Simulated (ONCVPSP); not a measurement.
**Pseudopotential generation for C: ONCV, LDA (Perdew-Wang 92)**

Do these settings give a usable potential? It is generated, then checked for transferability, scattering, ghosts and hardness.

Program: ONCVPSP 4.0.1. Reference atom: LDA (Perdew-Wang 92), scalar-relativistic, spherical and spin-unpolarised. All values are calculated.

## Step 1: The atom and the settings

The settings as typed:

```
element                 : carbon (C, Z = 6)
type                    : optimised norm-conserving Vanderbilt (ONCV)
frozen core             : [He]
valence charge          : 4
reference configuration : 2s1.75 2p2.25
partial waves           : 2s: rc 0.90 bohr, ncon 4, nbas 7, qcut 9.2 1/bohr, 2 projectors, debl 1.1 Ha; 2p: rc 2.45 bohr, ncon 3, nbas 7, qcut 5.3 1/bohr, 1 projector; d scattering state at 0.32 Ha: rc 2.45 bohr, ncon 5, nbas 8, qcut 3.6 1/bohr, 3 projectors, debl 1.5 Ha
local potential         : polynomial inside 0.65 bohr (lpopt 5, dvloc0 0 Ha)
core correction         : Teter function, fcfact 2.5, rcfact 1
```

The nodes and maxima of the atom's own shells, from an earlier all-electron run, set the scale for the radii.

All-electron outer shells of the reference configuration (LDA (PZ), scalar-relativistic, ld1.x):

```json
{"shell": "1s", "level (eV)": "-271.03", "outermost node (bohr)": "–", "outermost maximum (bohr)": "0.18"}
{"shell": "2s", "level (eV)": "-13.76", "outermost node (bohr)": "0.38", "outermost maximum (bohr)": "1.22"}
{"shell": "2p", "level (eV)": "-5.53", "outermost node (bohr)": "–", "outermost maximum (bohr)": "1.19"}
```

## Step 2: Generating the potential

C.dat

```
# ATOM AND REFERENCE CONFIGURATION
# atsym  z   nc   nv     iexc    psfile
  C 6.00    1    2  -001012      upf
#
#   n    l    f
    1    0    2.00
    2    0    1.75
    2    1    2.25
#
# PSEUDOPOTENTIAL AND OPTIMIZATION
# lmax
    2
#
#   l,   rc,      ep,       ncon, nbas, qcut
    0    0.90    0.00    4    7    9.20
    1    2.45    0.00    3    7    5.30
    2    2.45    0.32    5    8    3.60
#
# LOCAL POTENTIAL
# lloc, lpopt,  rc(5),   dvloc0
    4    5    0.65    0.00
#
# VANDERBILT-KLEINMAN-BYLANDER PROJECTORs
# l, nproj, debl
    0    2    1.10
    1    1    0.80
    2    3    1.50
#
# MODEL CORE CHARGE
# icmod, fcfact, rcfact
    3    2.50    1.00
#
# LOG DERIVATIVE ANALYSIS
# epsh1, epsh2, depsh
   -2.00    5.00    0.02
#
# OUTPUT GRID
# rlmax, drl
    6.00    0.01
#
# TEST CONFIGURATIONS
# ncnf
    4
# nvcnf
#   n    l    f
    2
    2    0    2.00
    2    1    2.00
#
    2
    2    0    2.00
    2    1    1.00
#
    2
    2    0    2.00
    2    1    0.00
#
    2
    2    0    1.00
    2    1    2.00
#
```

Launch:

```console
$ oncvpsp.x < C.dat > C.out
```

What does the calculation give? Wanted: cutoffs for 1 and 0.1 mHa per electron, occupied waves; bound ghosts; GHOST(+) flags; largest test error; largest phase difference near zero energy, channels read; rms error of d²Exc/dn², without and with the model core.

As calculated:

| quantity | value |
| --- | --- |
| cutoffs for 1 and 0.1 mHa per electron, occupied waves | 19 Ha and 74 Ha |
| bound ghosts | s at -198.93 eV |
| GHOST(+) flags | none at low energy |
| largest test error (AE − PS) | +830 meV, for 2s2 2p0 |
| largest phase difference near zero energy, channels read | 0.035 rad |
| rms error of d²Exc/dn², without and with the model core | 2.43 and 2.10 mHa |

A bound ghost (s) makes it unfit for use: electrons can fall into a state that the atom doesn't have. By total energies transferability is poor: the largest error is 830 meV on 33.2 eV, for 2s2 2p0. The potential is of middling hardness: the looser tolerance needs 19 Ha. The tighter tolerance needs 74 Ha, and converged work needs a cutoff nearer that. At the looser tolerance the 2s wave is the slowest; 2p needs 9 Ha. Of the channels read, p scatters worst near zero energy, by up to 0.04 rad. All of this concerns the isolated atom, not yet a solid.
